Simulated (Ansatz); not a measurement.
# ClGaH2O: the cost of one run

All numbers below are computed with Ansatz 0.2.0 (RKS B3LYP/def2-SVP).

### Step 1. Starting point

Bond lengths: Ga1–O2 1.790 Å, O2–H3 1.010 Å, Ga1–H4 1.570 Å, Ga1–Cl5 2.240 Å. Angles: Ga1–O2–H3 109.5°, O2–Ga1–H4 120.0°, O2–Ga1–Cl5 120.0°, H4–Ga1–Cl5 120.0°.

As a file:

```xyz
5

Ga    0.0000    0.0000    0.0000
O     0.0000    0.0000    1.7900
H    -0.9095   -0.2814    2.1271
H     1.3596    0.0000   -0.7850
Cl   -1.9398    0.0000   -1.1200
```

### Step 2. Preparing the start

Input file input.yaml:

```yaml
crystal:
  periodic: [false, false, false]
  atoms:
    - { symbol: Ga, position_ang: [0.0, 0.0, 0.0] }
    - { symbol: O, position_ang: [0.0, 0.0, 1.79] }
    - { symbol: H, position_ang: [-0.9095, -0.2814, 2.1271] }
    - { symbol: H, position_ang: [1.3596, 0.0, -0.785] }
    - { symbol: Cl, position_ang: [-1.9398, 0.0, -1.12] }
basis:
  gaussian: { orbitals: def2-SVP }
hamiltonian:
  xc: b3lyp
relax:
  f_tol: 0.02
  max_steps: 40
output:
  orbitals: {}
```

Launch:

```sh
> ansatz run input.yaml --threads 1 --pin off --max-ram 2048MiB --backend cpu --events-out ev --progress --plain --runs-dir out
```

Q: Estimate wall time and peak memory on 1 thread of Arm Neoverse V1, shared host.

About 17 s, with a peak of 0.15 GiB.
